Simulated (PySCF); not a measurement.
# CeH16O8 (Ce(H2O)83+): the cost of one run

Program: PySCF 2.14.0. Level of theory: PBE, Ce lcecp-1-SVP with ECP47, O def2-SVP, H def2-SVP; scalar-relativistic core potentials, no spin–orbit coupling. These are calculated values, not measurements.

2 further runs of the same task are left out: 2 for a known fault of the program.

### Step 1. The starting structure

25 atoms, charge 3, spin multiplicity 1.

Bond lengths: Ce1–O2 2.555 Å, Ce1–O5 2.555 Å, Ce1–O8 2.555 Å, Ce1–O11 2.555 Å, Ce1–O14 2.555 Å, Ce1–O17 2.555 Å, Ce1–O20 2.555 Å, Ce1–O23 2.555 Å, O2–H3 0.982 Å, O2–H4 0.982 Å, O5–H6 0.982 Å, O5–H7 0.982 Å, O8–H9 0.982 Å, O8–H10 0.982 Å, O11–H12 0.982 Å, O11–H13 0.982 Å, O14–H15 0.982 Å, O14–H16 0.982 Å and more. Angles: O2–Ce1–O5 72.5°, O2–Ce1–O8 113.5°, O2–Ce1–O11 72.5°, O2–Ce1–O14 78.8°, O2–Ce1–O17 142.7°, O2–Ce1–O20 142.6°, O2–Ce1–O23 78.8°, O5–Ce1–O8 72.5°, O5–Ce1–O11 113.5°, O5–Ce1–O14 78.8°, O5–Ce1–O17 78.8°, O5–Ce1–O20 142.7°, O5–Ce1–O23 142.6°, O8–Ce1–O11 72.5°, O8–Ce1–O14 142.6°, O8–Ce1–O17 78.8°, O8–Ce1–O20 78.8°, O8–Ce1–O23 142.7° and more.

Coordinates:

```
Ce    0.0000    0.0000    0.0006
O     2.1370    0.0002    1.4006
H     2.3300    0.5782    2.1711
H     2.9524   -0.5356    1.2876
O    -0.0002    2.1370    1.4006
H    -0.5782    2.3300    2.1711
H     0.5356    2.9524    1.2876
O    -2.1370   -0.0002    1.4006
H    -2.3300   -0.5782    2.1711
H    -2.9524    0.5356    1.2876
O     0.0002   -2.1370    1.4006
H     0.5782   -2.3300    2.1711
H    -0.5356   -2.9524    1.2876
O     1.5091    1.5115   -1.4008
H     2.4643    1.7102   -1.2875
H     1.2363    2.0566   -2.1711
O    -1.5115    1.5091   -1.4008
H    -1.7102    2.4643   -1.2875
H    -2.0566    1.2363   -2.1711
O    -1.5091   -1.5115   -1.4008
H    -2.4643   -1.7102   -1.2875
H    -1.2363   -2.0566   -2.1711
O     1.5115   -1.5091   -1.4008
H     1.7102   -2.4643   -1.2875
H     2.0566   -1.2363   -2.1711
```

Formal oxidation states: Ce +3. Each metal's 1 4f electrons lie in its core potential, so multiplicities, spins and levels count the valence alone. An earlier session relaxed this geometry at PBE, Ce lcecp-1-SVP with ECP47, O def2-SVP, H def2-SVP (singlet, point group S8).

Its energy there is -641.863465 Eh.

### Step 2. Atoms moved at random, σ = 0.15 Å

run.py (the lines that set the calculation) reads:

```python
mol = gto.M(atom='''
Ce    -0.15234     0.01967     0.09852
O      2.26516    -0.10643     1.18674
H      2.01930     0.56988     2.23540
H      3.03118    -0.53593     1.19815
O      0.27660     2.12638     1.64762
H     -0.54026     2.47044     2.24608
H      0.45021     3.01463     1.16270
O     -2.10312    -0.08107     1.40428
H     -2.19554    -0.38682     1.91071
H     -3.24645     0.64477     1.20001
O     -0.01877    -2.19111     1.39244
H      0.81311    -2.26831     2.16823
H     -0.52436    -3.10192     1.33118
O      1.70413     1.65329    -1.41163
H      2.31354     1.63282    -1.24174
H      1.39732     2.03255    -2.17944
O     -1.52849     1.44444    -1.42308
H     -1.81549     2.55348    -1.31682
H     -1.74530     1.28139    -2.15945
O     -1.66014    -1.54925    -1.18529
H     -2.57018    -1.76039    -1.30446
H     -1.35854    -2.12863    -2.25015
O      1.41423    -1.56043    -1.42868
H      1.74931    -2.60512    -1.13699
H      2.02488    -1.16834    -2.14432''',
    basis={'Ce': 'lcecp-1-SVP', 'O': 'def2-SVP', 'H': 'def2-SVP'},
    ecp={'Ce': 'lcecp-1-SVP'},
    charge=3, spin=0)
mf = dft.RKS(mol, xc='PBE')
mf.grids.atom_grid = (50, 194)  # f atoms: unpruned, at least (60, 302)
mf = mf.density_fit()  # fitting sets: Ce AutoAux, O def2-universal-JKFIT, H def2-universal-JKFIT
mf.conv_tol = 1e-08; mf.max_cycle = 55
mf.kernel(dm0)  # dm0: the density of the relaxed state
```

Command:

```sh
OMP_NUM_THREADS=4 python run.py
```

**Question.** How long does this run take on 4 threads of Arm Neoverse V2, shared host?

About 18 s.
